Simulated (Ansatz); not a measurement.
# AlGeH7OSi: ladder of methods at one geometry from a Python script

The task is a ladder of methods at one geometry, for AlGeH7OSi.

Program: the Python package of Ansatz 0.2.0. The levels of theory stand in the script. These are calculated values, not measurements.

### 1 The structure

Bond lengths: Al1–Si2 2.307 Å, Si2–O3 1.701 Å, O3–Ge4 1.763 Å, Al1–H5 1.644 Å, Al1–H6 1.634 Å, Si2–H7 1.478 Å, Si2–H8 1.433 Å, Ge4–H9 1.466 Å, Ge4–H10 1.597 Å, Ge4–H11 1.578 Å. Angles (14 of 16 angles, heavy atoms first): Al1–Si2–O3 109.4°, Si2–O3–Ge4 110.1°, Al1–Si2–H7 107.7°, Al1–Si2–H8 111.6°, O3–Si2–H7 108.5°, O3–Si2–H8 110.2°, Si2–Al1–H5 121.0°, Si2–Al1–H6 122.4°, O3–Ge4–H9 112.3°, O3–Ge4–H10 107.2°, O3–Ge4–H11 108.1°, H7–Si2–H8 109.4°, H5–Al1–H6 116.6°, H9–Ge4–H10 110.9°.

algeh7osi.xyz, read by the script:

```xyz
11

Al   -0.93860    1.82580    0.72830
Si   -0.21800   -0.32590    1.14470
O     1.27970   -0.57870    0.37890
Ge    1.03110   -1.01060   -1.31200
H    -1.26110    2.32810   -0.80390
H    -1.22400    2.90120    1.92530
H    -0.02630   -0.46180    2.60400
H    -1.17200   -1.29690    0.69740
H     2.29560   -1.21500   -2.02530
H     0.14510   -2.33900   -1.33360
H     0.15380    0.11580   -1.98300
```

### 2 The code

Input file methods_algeh7osi.py:

```python
"""One geometry of AlGeH7OSi, method by method."""

import ansatz


def main() -> None:
    mol = ansatz.Crystal.molecule_from_extxyz("algeh7osi.xyz")

    job = mol.calculation().basis(gaussian="def2-SVP")

    methods = ["mp2", "ccsd", "ccsd_t"]
    reports = [job.correlation(m).run(threads=1).report for m in methods]
    print(f"Hartree-Fock reference {reports[0]['reference_energy_ev'] / 27.211386246:.6f} Ha")
    best = reports[-1]["free_energy_ev"] - reports[-1]["reference_energy_ev"]
    for method, each in zip(methods, reports):
        gained = each["free_energy_ev"] - each["reference_energy_ev"]
        print(f"{method:8s} total {each['free_energy_ev'] / 27.211386246:.6f} Ha  correlation {gained:9.4f} eV  ({100 * gained / best:.1f} % of the last)")


if __name__ == "__main__":
    main()
```

### 3 What the engine is handed

The package turns the script's settings into the engine's input (first run):

```yaml
crystal:
  periodic: [false, false, false]
  atoms:
    - { symbol: Al, position_ang: [-0.9386, 1.8258, 0.7283] }
    - { symbol: Si, position_ang: [-0.218, -0.3259, 1.1447] }
    - { symbol: O, position_ang: [1.2797, -0.5787, 0.3789] }
    - { symbol: Ge, position_ang: [1.0311, -1.0106, -1.312] }
    - { symbol: H, position_ang: [-1.2611, 2.3281, -0.8039] }
    - { symbol: H, position_ang: [-1.224, 2.9012, 1.9253] }
    - { symbol: H, position_ang: [-0.0263, -0.4618, 2.604] }
    - { symbol: H, position_ang: [-1.172, -1.2969, 0.6974] }
    - { symbol: H, position_ang: [2.2956, -1.215, -2.0253] }
    - { symbol: H, position_ang: [0.1451, -2.339, -1.3336] }
    - { symbol: H, position_ang: [0.1538, 0.1158, -1.983] }
basis:
  gaussian:
    orbitals: def2-SVP
correlation:
  method: mp2
```

### 4 Launch

Started as:

```
python methods_algeh7osi.py
```

Log:

```text
Hartree-Fock reference -2684.664105 Ha
mp2      total -2685.251027 Ha  correlation  -15.9710 eV  (90.2 % of the last)
ccsd     total -2685.298403 Ha  correlation  -17.2601 eV  (97.5 % of the last)
ccsd_t   total -2685.314781 Ha  correlation  -17.7058 eV  (100.0 % of the last)
```

It took 35 s on 1 thread of Arm Neoverse V2, shared host; peak memory 0.6 GiB.

### 5 What changed from run to run

The engine's inputs for the other runs:

Run 2, against run 1:

```diff
@@ -19 +19 @@
-  method: mp2
+  method: ccsd
```

Run 3, against run 1:

```diff
@@ -19 +19 @@
-  method: mp2
+  method: ccsd_t
```

Lines on the test bed's own set-up are left out of the output.

### 6 What each run gave

One row for each of the 3 runs:

```tsv
run	method	energy (eV)	iterations in all	CPU time (s)
1	mp2	-73069.4029	12	2.5
2	ccsd	-73070.6920	18	11
3	ccsd_t	-73071.1377	18	21
```

Correlation energies (total less mean field):

```tsv
method	correlation (eV)	share of the last	miss against the last (eV)	CPU time (s)
mp2	-15.971	90.2 %	+1.735	2.5
ccsd	-17.260	97.5 %	+0.446	11
ccsd_t	-17.706	100.0 %	+0.000	21
```

### 7 Summary of results

| quantity | value |
| --- | --- |
| runs compared | 3 |
| correlation energy, last run | -17.706 eV |

In words: mp2 catches 90 % of the correlation energy of ccsd_t. The dearest, run 3 (ccsd_t), took some 8.2 times as long as run 1 (mp2). Caveats:
- The geometry is a force-field or estimated start, not a minimum of this method, and the basis set is short of its limit. A lower total doesn't mark the better method: functionals have no common bound, and MP2 and coupled cluster aren't variational.
- Inner cores stay frozen; a filled d shell under the valence of the heavier atoms is correlated with it.
